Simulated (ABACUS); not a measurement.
## Ba2Tl5V3O12 in ABACUS: the effect of functional

Crystal: Ba2Tl5V3O12.

```xyz
22
Lattice="4.2085 2.4298 6.0873 -4.2085 2.4298 6.0873 0.0000 -4.8596 6.0873" Properties=species:S:1:pos:R:3 pbc="T T T"
Ba    0.0000    0.0000    9.1309
Ba    0.0000    0.0000    0.0000
V     0.0000    2.4298    6.0873
V    -2.1043   -1.2149    6.0873
V     2.1043   -1.2149    6.0873
Tl    0.0000   -2.4298    3.0436
Tl    2.1043    1.2149    3.0436
Tl   -2.1043    1.2149    3.0436
Tl    0.0000    0.0000   13.5220
Tl    0.0000    0.0000    4.7399
O     2.6751   -0.0666    7.3646
O    -1.2798    2.3500    7.3646
O    -1.3953   -2.2834    7.3646
O    -1.3953    2.2833   10.8972
O     2.6751    0.0667   10.8972
O    -1.2798   -2.3500   10.8972
O    -2.6751    0.0667   10.8972
O     1.2798   -2.3500   10.8972
O     1.3953    2.2833   10.8972
O     1.3953   -2.2834    7.3646
O    -2.6751   -0.0666    7.3646
O     1.2798    2.3500    7.3646
```

The cell was built by a generator and needn't be a form met in nature.

The cell isn't the ideal one: volume scaled by 0.98.

Alike in all runs:

| Quantity | Value |
| --- | --- |
| Program | ABACUS 3.10.1 |
| Task | equation of state |
| Potentials or basis | SG15 ONCV 1.2 PBE |
| Cutoff | 1361 eV |
| Density cutoff | 5442 eV |
| Basis | DZP LCAO (the cutoffs set its grid) |
| k mesh | 3 × 3 × 3 |
| Occupations | fermi-dirac, width 0.05 eV |
| Spin | collinear spin, ferromagnetic start |
| Starting moments | [0.0, 0.0, 2.0, 2.0, 2.0, 0.0, 0.0, 0.0, 0.0, 0.0, 0.0, 0.0, 0.0, 0.0, 0.0, 0.0, 0.0, 0.0, 0.0, 0.0, 0.0, 0.0] μB |

| functional | pressure (GPa) | moment (μB) | largest force (eV/Å) |
| --- | --- | --- | --- |
| LDA | -3.4 | 0.49 | 0.12 |
| PBE | 3.8 | 1.18 | 0.41 |
| PBEsol | -0.4 | 1.05 | 0.21 |
| WC | -10.7 | 0.53 | 0.23 |
| RPBE | ? | ? | ? |
| SCAN | -0.7 | 1.27 | 0.12 |

Question: What does the run with functional RPBE give?

Answer: Pressure 6.8 GPa; moment 1.23 μB; largest force 0.50 eV/Å.

Caveats: the atomic orbitals were generated for these runs and aren't a published set; the basis of atomic orbitals isn't converged, which shifts pressures, moduli and gaps; the potentials were made for another functional, which shifts forces and pressure (some runs).
